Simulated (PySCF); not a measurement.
# CaCl−: bond curves at several levels of theory

Aim: find the lowest electronic state of CaCl−, scan its bond at several levels of theory, and get bond length, wavenumber and dissociation energy from each curve.

The runs use PySCF 2.14.0; Ca def2-SVPD, Cl def2-SVPD, no relativity.

3 further runs of the same task are left out: 3 set aside as unsound or not needed.

**1. The job**

Settings of the job:

| Item | Value |
| --- | --- |
| atoms | Ca, Cl |
| charge | -1 |
| basis | Ca def2-SVPD, Cl def2-SVPD |
| Hamiltonian | no relativity |
| basis functions | 54 |
| electrons treated | 38 |
| masses in u | 39.9626, 34.9689 |
| levels | PBE0, PBE, r²SCAN, r²SCANh, M06, M06-2X, HF, MP2, SCS-MP2, CCSD, CCSD(T) |
| grid | 80 radial by 434 angular points |
| occupations | held fixed by the projection of orbital angular momentum |
| dissociation limit | Ca + Cl−, each in its ground configuration |
| starting distance in angstrom | 2.660 |
| values of 2S to try | 0, 2 |

Started as:

```
$ OMP_NUM_THREADS=1 python dia.py task.json out
```

The runs that follow: PBE0 along the bond; PBE (GGA); r²SCAN (meta-GGA); r²SCANh (hybrid meta-GGA); M06 (hybrid meta-GGA); M06-2X (hybrid meta-GGA); RHF (mean field); MP2 and coupled cluster.

**Question.** What will these runs give? Wanted: for each run, Re; ωe; De; μ.

The runs gave:

Lowest PBE0 solution found, without spin–orbit coupling: ¹Σ⁺ (singlet), closed shell.

```csv
level,Re (Å),ωe (cm⁻¹),De (eV),μ (D)
RHF,2.637,274.3,1.69,4.25
RHF-MP2,2.622,271.4,1.72,n/a
RHF-SCS-MP2,2.630,269.6,1.70,n/a
RHF-CCSD,2.629,271.6,1.77,n/a
RHF-CCSD(T),2.627,271.3,1.78,n/a
PBE,2.550,288.0,1.90,3.65
r²SCAN,2.547,299.0,2.06,4.14
r²SCANh,2.550,297.9,2.03,4.09
PBE0,2.555,290.7,1.90,3.88
M06,2.560,290.3,1.84,3.38
M06-2X,2.581,289.7,1.81,2.92
```

De is counted to Ca + Cl− in their ground configurations. A positive dipole points from Ca to Cl; in an ion it is taken about the centre of mass and does not tell which atom is negative.

Differences from CCSD(T) in the same basis:

```csv
level,Re (mÅ),ωe (%)
RHF,+10,+1.1
RHF-MP2,-5,+0.1
RHF-SCS-MP2,+3,-0.6
RHF-CCSD,+1,+0.1
PBE,-77,+6.2
r²SCAN,-81,+10.2
r²SCANh,-77,+9.8
PBE0,-72,+7.2
M06,-67,+7.0
M06-2X,-46,+6.8
```

Judged by CCSD(T) in the same basis: best bond length RHF-CCSD (+1 mÅ), worst r²SCAN (-81 mÅ); best wavenumber RHF-MP2 and RHF-CCSD (+0.1 %), worst r²SCAN (+10.2 %). CCSD(T) in a basis this small is itself some way from its limit, more so than the functionals. Among the levels with a De in the table, it runs from 1.69 eV (RHF) to 2.06 eV (r²SCAN).

Correlated steps freeze 10 core orbitals. With some functionals the highest level of the anion is positive, from self-interaction error or because the anion is truly unbound there; the finite basis then holds the extra electron, and no neutral molecule was run to test the binding.
